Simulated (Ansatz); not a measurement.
# C: the cost of one run

Computed with Ansatz 0.2.0 (DFT LDA, scalar-relativistic, plane waves, PAW, unless a step's input says otherwise).

A COD entry behind a cell of this session may itself be a prediction, so a difference from it is no test against experiment.

2 further runs of the same task are left out: 2 set aside as unsound or not needed. Runs told in other sessions of the task aren't counted.

**1. The structure to begin with**

Symmetry: R-3m, No. 166, trigonal system. The conventional cell has a = 2.491 Å, b = 2.491 Å, c = 30.762 Å, α = 90.00°, β = 90.00°, γ = 120.00°. Around C (site symmetry 3m) lie 4 C at 1.53 Å. C (site symmetry 3m) has 4 C at 1.53 to 1.55 Å in its first shell of neighbours.

Structure file:

```xyz
10
Lattice="-2.4913 0.0000 0.0000 -1.2456 -2.1575 0.0000 1.2456 0.7192 10.2539" Properties=species:S:1:pos:R:3 pbc="T T T"
C     0.0000    0.0000    0.7635
C    -2.4913   -1.4383    9.4904
C     0.0000    0.0000    3.3437
C    -2.4913   -1.4383    6.9102
C     0.0000    0.0000    4.8716
C    -2.4913   -1.4383    5.3823
C    -1.2456   -0.7192    1.2776
C    -1.2456   -0.7192    8.9763
C    -1.2456   -0.7192    2.8297
C    -1.2456   -0.7192    7.4242
```

It is the result of an earlier relaxation at this level (volume 5.51 Å³/atom; gap on the mesh: 4.54 eV).

**2. Zero of the scan**

Input file input.yaml:

```yaml
crystal:
  lattice:
    - [-2.4912907516, 0.0, 0.0]
    - [-1.2456453758, -2.1575210791, 0.0]
    - [1.2456453758, 0.719173693, 10.2538776052]
  atoms:
    - { symbol: C, position: [0.0248185525, 0.0248185525, 0.0744556576] }
    - { symbol: C, position: [0.9751814475, 0.9751814475, 0.9255443424] }
    - { symbol: C, position: [0.1086956498, 0.1086956498, 0.3260869493] }
    - { symbol: C, position: [0.8913043502, 0.8913043502, 0.6739130507] }
    - { symbol: C, position: [0.1583656632, 0.1583656632, 0.4750969895] }
    - { symbol: C, position: [0.8416343368, 0.8416343368, 0.5249030105] }
    - { symbol: C, position: [0.3748645769, 0.3748645769, 0.1245937306] }
    - { symbol: C, position: [0.6251354231, 0.6251354231, 0.8754062694] }
    - { symbol: C, position: [0.4253218689, 0.4253218689, 0.2759656066] }
    - { symbol: C, position: [0.5746781311, 0.5746781311, 0.7240343934] }
basis:
  ecutwfc: 420
kpoints:
  mp_grid: { grid: [10, 10, 3] }
hamiltonian:
  xc: lda
scf:
  occupations: { method: gaussian, width: 0.05 }
output:
  forces: true
  stress: true
  eigenvalues: true
  write_density: true
  write_potential: true
  elf: true
  volumetric_format: npy
```

Run with:

```
ansatz run input.yaml --threads 2 --pin off --max-ram 5120MiB --backend cpu --events-out ev --progress --plain --runs-dir out
```

**Question.** How long does this run take on 2 threads of Intel Xeon Platinum 8259CL at 2.50GHz (Skylake/Cascade Lake), shared host, and how much memory does it need?

About 3.5 s, with a peak of 0.44 GiB.
